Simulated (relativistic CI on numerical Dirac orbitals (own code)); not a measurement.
# Pr³⁶⁺: how the levels respond to the fine-structure constant and the nuclear radius

Aim: the factor q = dE/dx of each excitation energy, x = (α/α0)² − 1, by finite differences, and the field-shift factor by the mean square nuclear radius, for the lowest 30 levels.

The numbers are computed with relativistic CI on numerical Dirac orbitals (own code) version 2 (Dirac-Coulomb-Breit CI, KLI orbitals optimised for each configuration, derivatives by finite differences), except any that are marked as measured or tabulated.

### Step 1. Starting point

- ion: Pr³⁶⁺ (Pr XXXVII)
- nuclear charge: 59
- electrons: 23
- isotope: A = 141
- first configuration: [Ar] 3d5

Outer shells as boxes (Hund's rule):

[Ar] 3d5
```
[Ar] core
3d [↑ ][↑ ][↑ ][↑ ][↑ ]
```

### Step 2. Levels and derivatives

Input settings:

```ini
atom Pr  Z=59  charge=36  electrons=23
nucleus A=141  rms_radius_fm=4.8919
hamiltonian dirac-coulomb  breit=on  qed=off  c_scale=1
orbitals kli  potential=per-configuration
slater_scale 1
correlation none
mixing on
configurations
  [Ar] 3d5
  [Ne] 3s2 3p5 3d6
  [Ne] 3s2 3p4 3d7
  [Ne] 3s 3p6 3d6
  [Ne] 3p6 3d7
  [Ne] 3s 3p5 3d7
  [Ar] 3d4 4s
  [Ar] 3d3 4s2
end
derivatives alpha2 +-0.01 radius +-1%
```

Q: Predict the outcome of this session. Wanted: lowest level; largest q in size, lowest 30 levels; largest K in size within the lowest configuration; largest field-shift factor among them.

As calculated:

| quantity | value |
| --- | --- |
| lowest level | 3d5 [3d5/2] J=5/2 |
| largest q in size, lowest 30 levels | 503500 cm⁻¹ (3d5 [3d3/2 3d5/2^4] J=7/2) |
| largest K in size within the lowest configuration | 1.95 (3d5 [3d3/2^3 3d5/2^2] J=5/2) |
| largest field-shift factor among them | 6.47 GHz/fm² (3d5 [3d3/2 3d5/2^4] J=11/2) |

What this shows: Among these levels the largest q belongs to 3d5 [3d3/2 3d5/2^4] J=7/2, within the lowest configuration. K = 2q/E, the relative sensitivity of a level, hangs on the computed energy: between configurations that lie close it can be off by a factor of several.
